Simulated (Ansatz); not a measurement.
# C5H12O2: one species, many methods

One table from this session's results is given with a row withheld; the runs are named, their logs left out.

The runs use Ansatz 0.2.0, Gaussian basis; functionals in def2-TZVPP, the program's frozen cores in correlated methods.

Levels to be run: PBE-D4, r2SCAN-D4, PBE0-D4, B3LYP-D4, ωB97X-V, ωB97M-V, B2PLYP; CCSD(T)/def2-TZVPP; MP2/def2-QZVPP; extrapolation to the limit.

**The geometry**

An earlier PBE0-D4 in a triple-zeta def2 set relaxation fixed the geometry.

SMILES `CCOCOCC`, 19 atoms, charge 0, spin multiplicity 1.

Atoms are counted from 1 here; the program's logs count them from 0.

Bond lengths: C1–C2 1.514 Å, C1–H8 1.090 Å, C1–H9 1.093 Å, C1–H10 1.092 Å, C2–O3 1.417 Å, C2–H11 1.098 Å, C2–H12 1.094 Å, O3–C4 1.390 Å, C4–O5 1.394 Å, C4–H13 1.096 Å, C4–H14 1.097 Å, O5–C6 1.419 Å, C6–C7 1.513 Å, C6–H15 1.096 Å, C6–H16 1.093 Å, C7–H17 1.092 Å, C7–H18 1.092 Å, C7–H19 1.093 Å. Angles: C2–C1–H8 111.2°, C2–C1–H9 110.0°, C2–C1–H10 110.3°, H8–C1–H9 108.5°, H8–C1–H10 108.7°, H9–C1–H10 108.1°, C1–C2–O3 113.3°, C1–C2–H11 110.5°, C1–C2–H12 110.0°, O3–C2–H11 109.5°, O3–C2–H12 105.8°, H11–C2–H12 107.5°, C2–O3–C4 115.3°, O3–C4–O5 114.3°, O3–C4–H13 105.2°, O3–C4–H14 110.8°, O5–C4–H13 111.4°, O5–C4–H14 105.2° and more.

Set-up of the first run:

Contents of in.yaml:

```yaml
crystal:
  periodic: [false, false, false]
  atoms:
    - {symbol: C, position_ang: [0.508311, 1.868524, -1.490523]}
    - {symbol: C, position_ang: [0.889726, 0.485836, -1.974059]}
    - {symbol: O, position_ang: [0.088913, -0.542955, -1.418290]}
    - {symbol: C, position_ang: [0.587238, -1.121504, -0.256554]}
    - {symbol: O, position_ang: [0.549455, -0.289334, 0.861635]}
    - {symbol: C, position_ang: [-0.758182, -0.040660, 1.354120]}
    - {symbol: C, position_ang: [-1.225103, -1.119900, 2.306762]}
    - {symbol: H, position_ang: [0.701178, 1.979423, -0.423425]}
    - {symbol: H, position_ang: [1.086130, 2.624811, -2.028872]}
    - {symbol: H, position_ang: [-0.551488, 2.056487, -1.676202]}
    - {symbol: H, position_ang: [1.947645, 0.282297, -1.759786]}
    - {symbol: H, position_ang: [0.753811, 0.417206, -3.057036]}
    - {symbol: H, position_ang: [-0.014686, -2.024890, -0.103537]}
    - {symbol: H, position_ang: [1.643273, -1.392350, -0.378258]}
    - {symbol: H, position_ang: [-1.454606, 0.075899, 0.516393]}
    - {symbol: H, position_ang: [-0.704970, 0.921319, 1.869752]}
    - {symbol: H, position_ang: [-1.297948, -2.091040, 1.811727]}
    - {symbol: H, position_ang: [-0.533759, -1.215009, 3.146349]}
    - {symbol: H, position_ang: [-2.214947, -0.874182, 2.699815]}
basis:
  gaussian: {orbitals: def2-TZVPP}
hamiltonian: {xc: pbe, dispersion: d4}
output: {forces: true, orbitals: {seedname: orbitals}}
```

On the command line:

```sh
$ ansatz run in.yaml --threads 2 --pin off --events-out ev --progress --plain --max-ram 32768MiB --backend cuda --devices 0, --max-vram 18GiB
```

Steps of the session up to this table: PBE-D4 (GGA); r2SCAN-D4 (meta-GGA); PBE0-D4 (hybrid); B3LYP-D4 (hybrid); ωB97X-V (range-separated); ωB97M-V (range-separated); B2PLYP (double hybrid); CCSD(T) in def2-TZVPP; MP2 in def2-QZVPP.

One of the session's tables, all rows but one given; the rest of the session is left out.

```
            method  atomisation energy (kcal/mol)
            PBE-D4                         1821.0
         r2SCAN-D4                         1786.1
           PBE0-D4                         1790.3
          B3LYP-D4                         1782.6
           ωB97X-V                         1785.5
           ωB97M-V                         1787.3
            B2PLYP                         1764.5
     HF/def2-TZVPP                              ?
    MP2/def2-TZVPP                         1765.3
   CCSD/def2-TZVPP                         1717.9
CCSD(T)/def2-TZVPP                         1742.0
           MP2/CBS                         1805.7
       CCSD(T)/CBS                         1782.5
```

**Question.** Estimate the row for HF/def2-TZVPP.

**Answer.** atomisation energy (kcal/mol): 1305.1. In the column «atomisation energy (kcal/mol)» it is the lowest.
